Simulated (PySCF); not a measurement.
# C2H7GeNO: electronic excitations and core binding energies

Aim: predict the electronic excitations and core binding energies of C2H7GeNO (`C[N]([GeH3])C=O`).

Programs: PySCF 2.14.0, with density-fitted response routines of our own. Each step states its level of theory. These are calculated values for one molecule in the gas phase, unless marked as measured. Atoms count from 0, in the outputs and in this text.

## (1) Starting geometry

12 atoms, charge 0, multiplicity 1; geometry from: GFN2-xTB.

Bonds of the start (Å): C0–N1 1.44, N1–Ge2 1.88, N1–C3 1.33, C3–O4 1.22, C0–H5 1.09, C0–H6 1.09, C0–H7 1.09, Ge2–H8 1.51, Ge2–H9 1.49, Ge2–H10 1.49, C3–H11 1.10.

## (2) Excited states and response: PBE0/def2-SVPD

The job: settings as JSON, then the geometry in Å.

```
{"job": {"kind": "uv", "xc": "PBE0", "basis": "def2-SVPD", "nstates": 8, "ntriplets": 3}, "charge": 0, "multiplicity": 1}
C     -1.235772    -0.972843     0.092589
N     -0.241225     0.065554    -0.026774
Ge     1.632764    -0.039298     0.095645
C     -0.550567     1.335454    -0.258375
O      0.337982     2.165883    -0.349270
H     -0.725861    -1.914512     0.289647
H     -1.922929    -0.765431     0.916516
H     -1.813408    -1.070799    -0.829749
H      1.812316    -1.513275     0.355434
H      2.231111     0.350112    -1.209629
H      2.093007     0.767844     1.257957
H     -1.616220     1.590625    -0.360017
```

Method: TDDFT PBE0/def2-SVPD, vertical, gas phase, core orbitals frozen in the response.

Launch:

```
> OMP_NUM_THREADS=1 python probes_run.py task.json out
```

The driver reads the jobs from task.json and runs them one after another.

**Question.** This job is followed by: delta-SCF UKS SCAN, pcX-2 on the ionised atom, pcseg-1 elsewhere, spin-free X2C. Predict these results of the whole session: lowest singlet (PBE0/def2-SVPD); brightest single state of those computed; lowest triplet; C1s binding energies, SCAN/pcX-2; N1s binding energies, SCAN/pcX-2; O1s binding energies, SCAN/pcX-2.

**Answer**, as computed:

| quantity | value |
| --- | --- |
| lowest singlet (PBE0/def2-SVPD) | 5.68 eV (218 nm), f = 0.001 |
| brightest single state of those computed | state 6, 7.24 eV, f = 0.089 |
| lowest triplet | 4.90 eV |
| C1s binding energies, SCAN/pcX-2 | C3 293.34, C0 292.10 eV |
| N1s binding energies, SCAN/pcX-2 | N1 405.12 eV |
| O1s binding energies, SCAN/pcX-2 | O4 536.85 eV |

**Reading.** The lowest singlet, at 5.68 eV, is HOMO−1→LUMO 0.97 and is dark; of the 8 states computed, the strongest absorption comes from state 6 at 7.24 eV. The lowest triplet lies 0.78 eV below the lowest singlet (triplets in Tamm-Dancoff, singlets in full TDDFT). The C1s levels kept as sound span 1.24 eV, from C0 (methyl carbon bonded to N) up to C3 (amide carbonyl carbon).
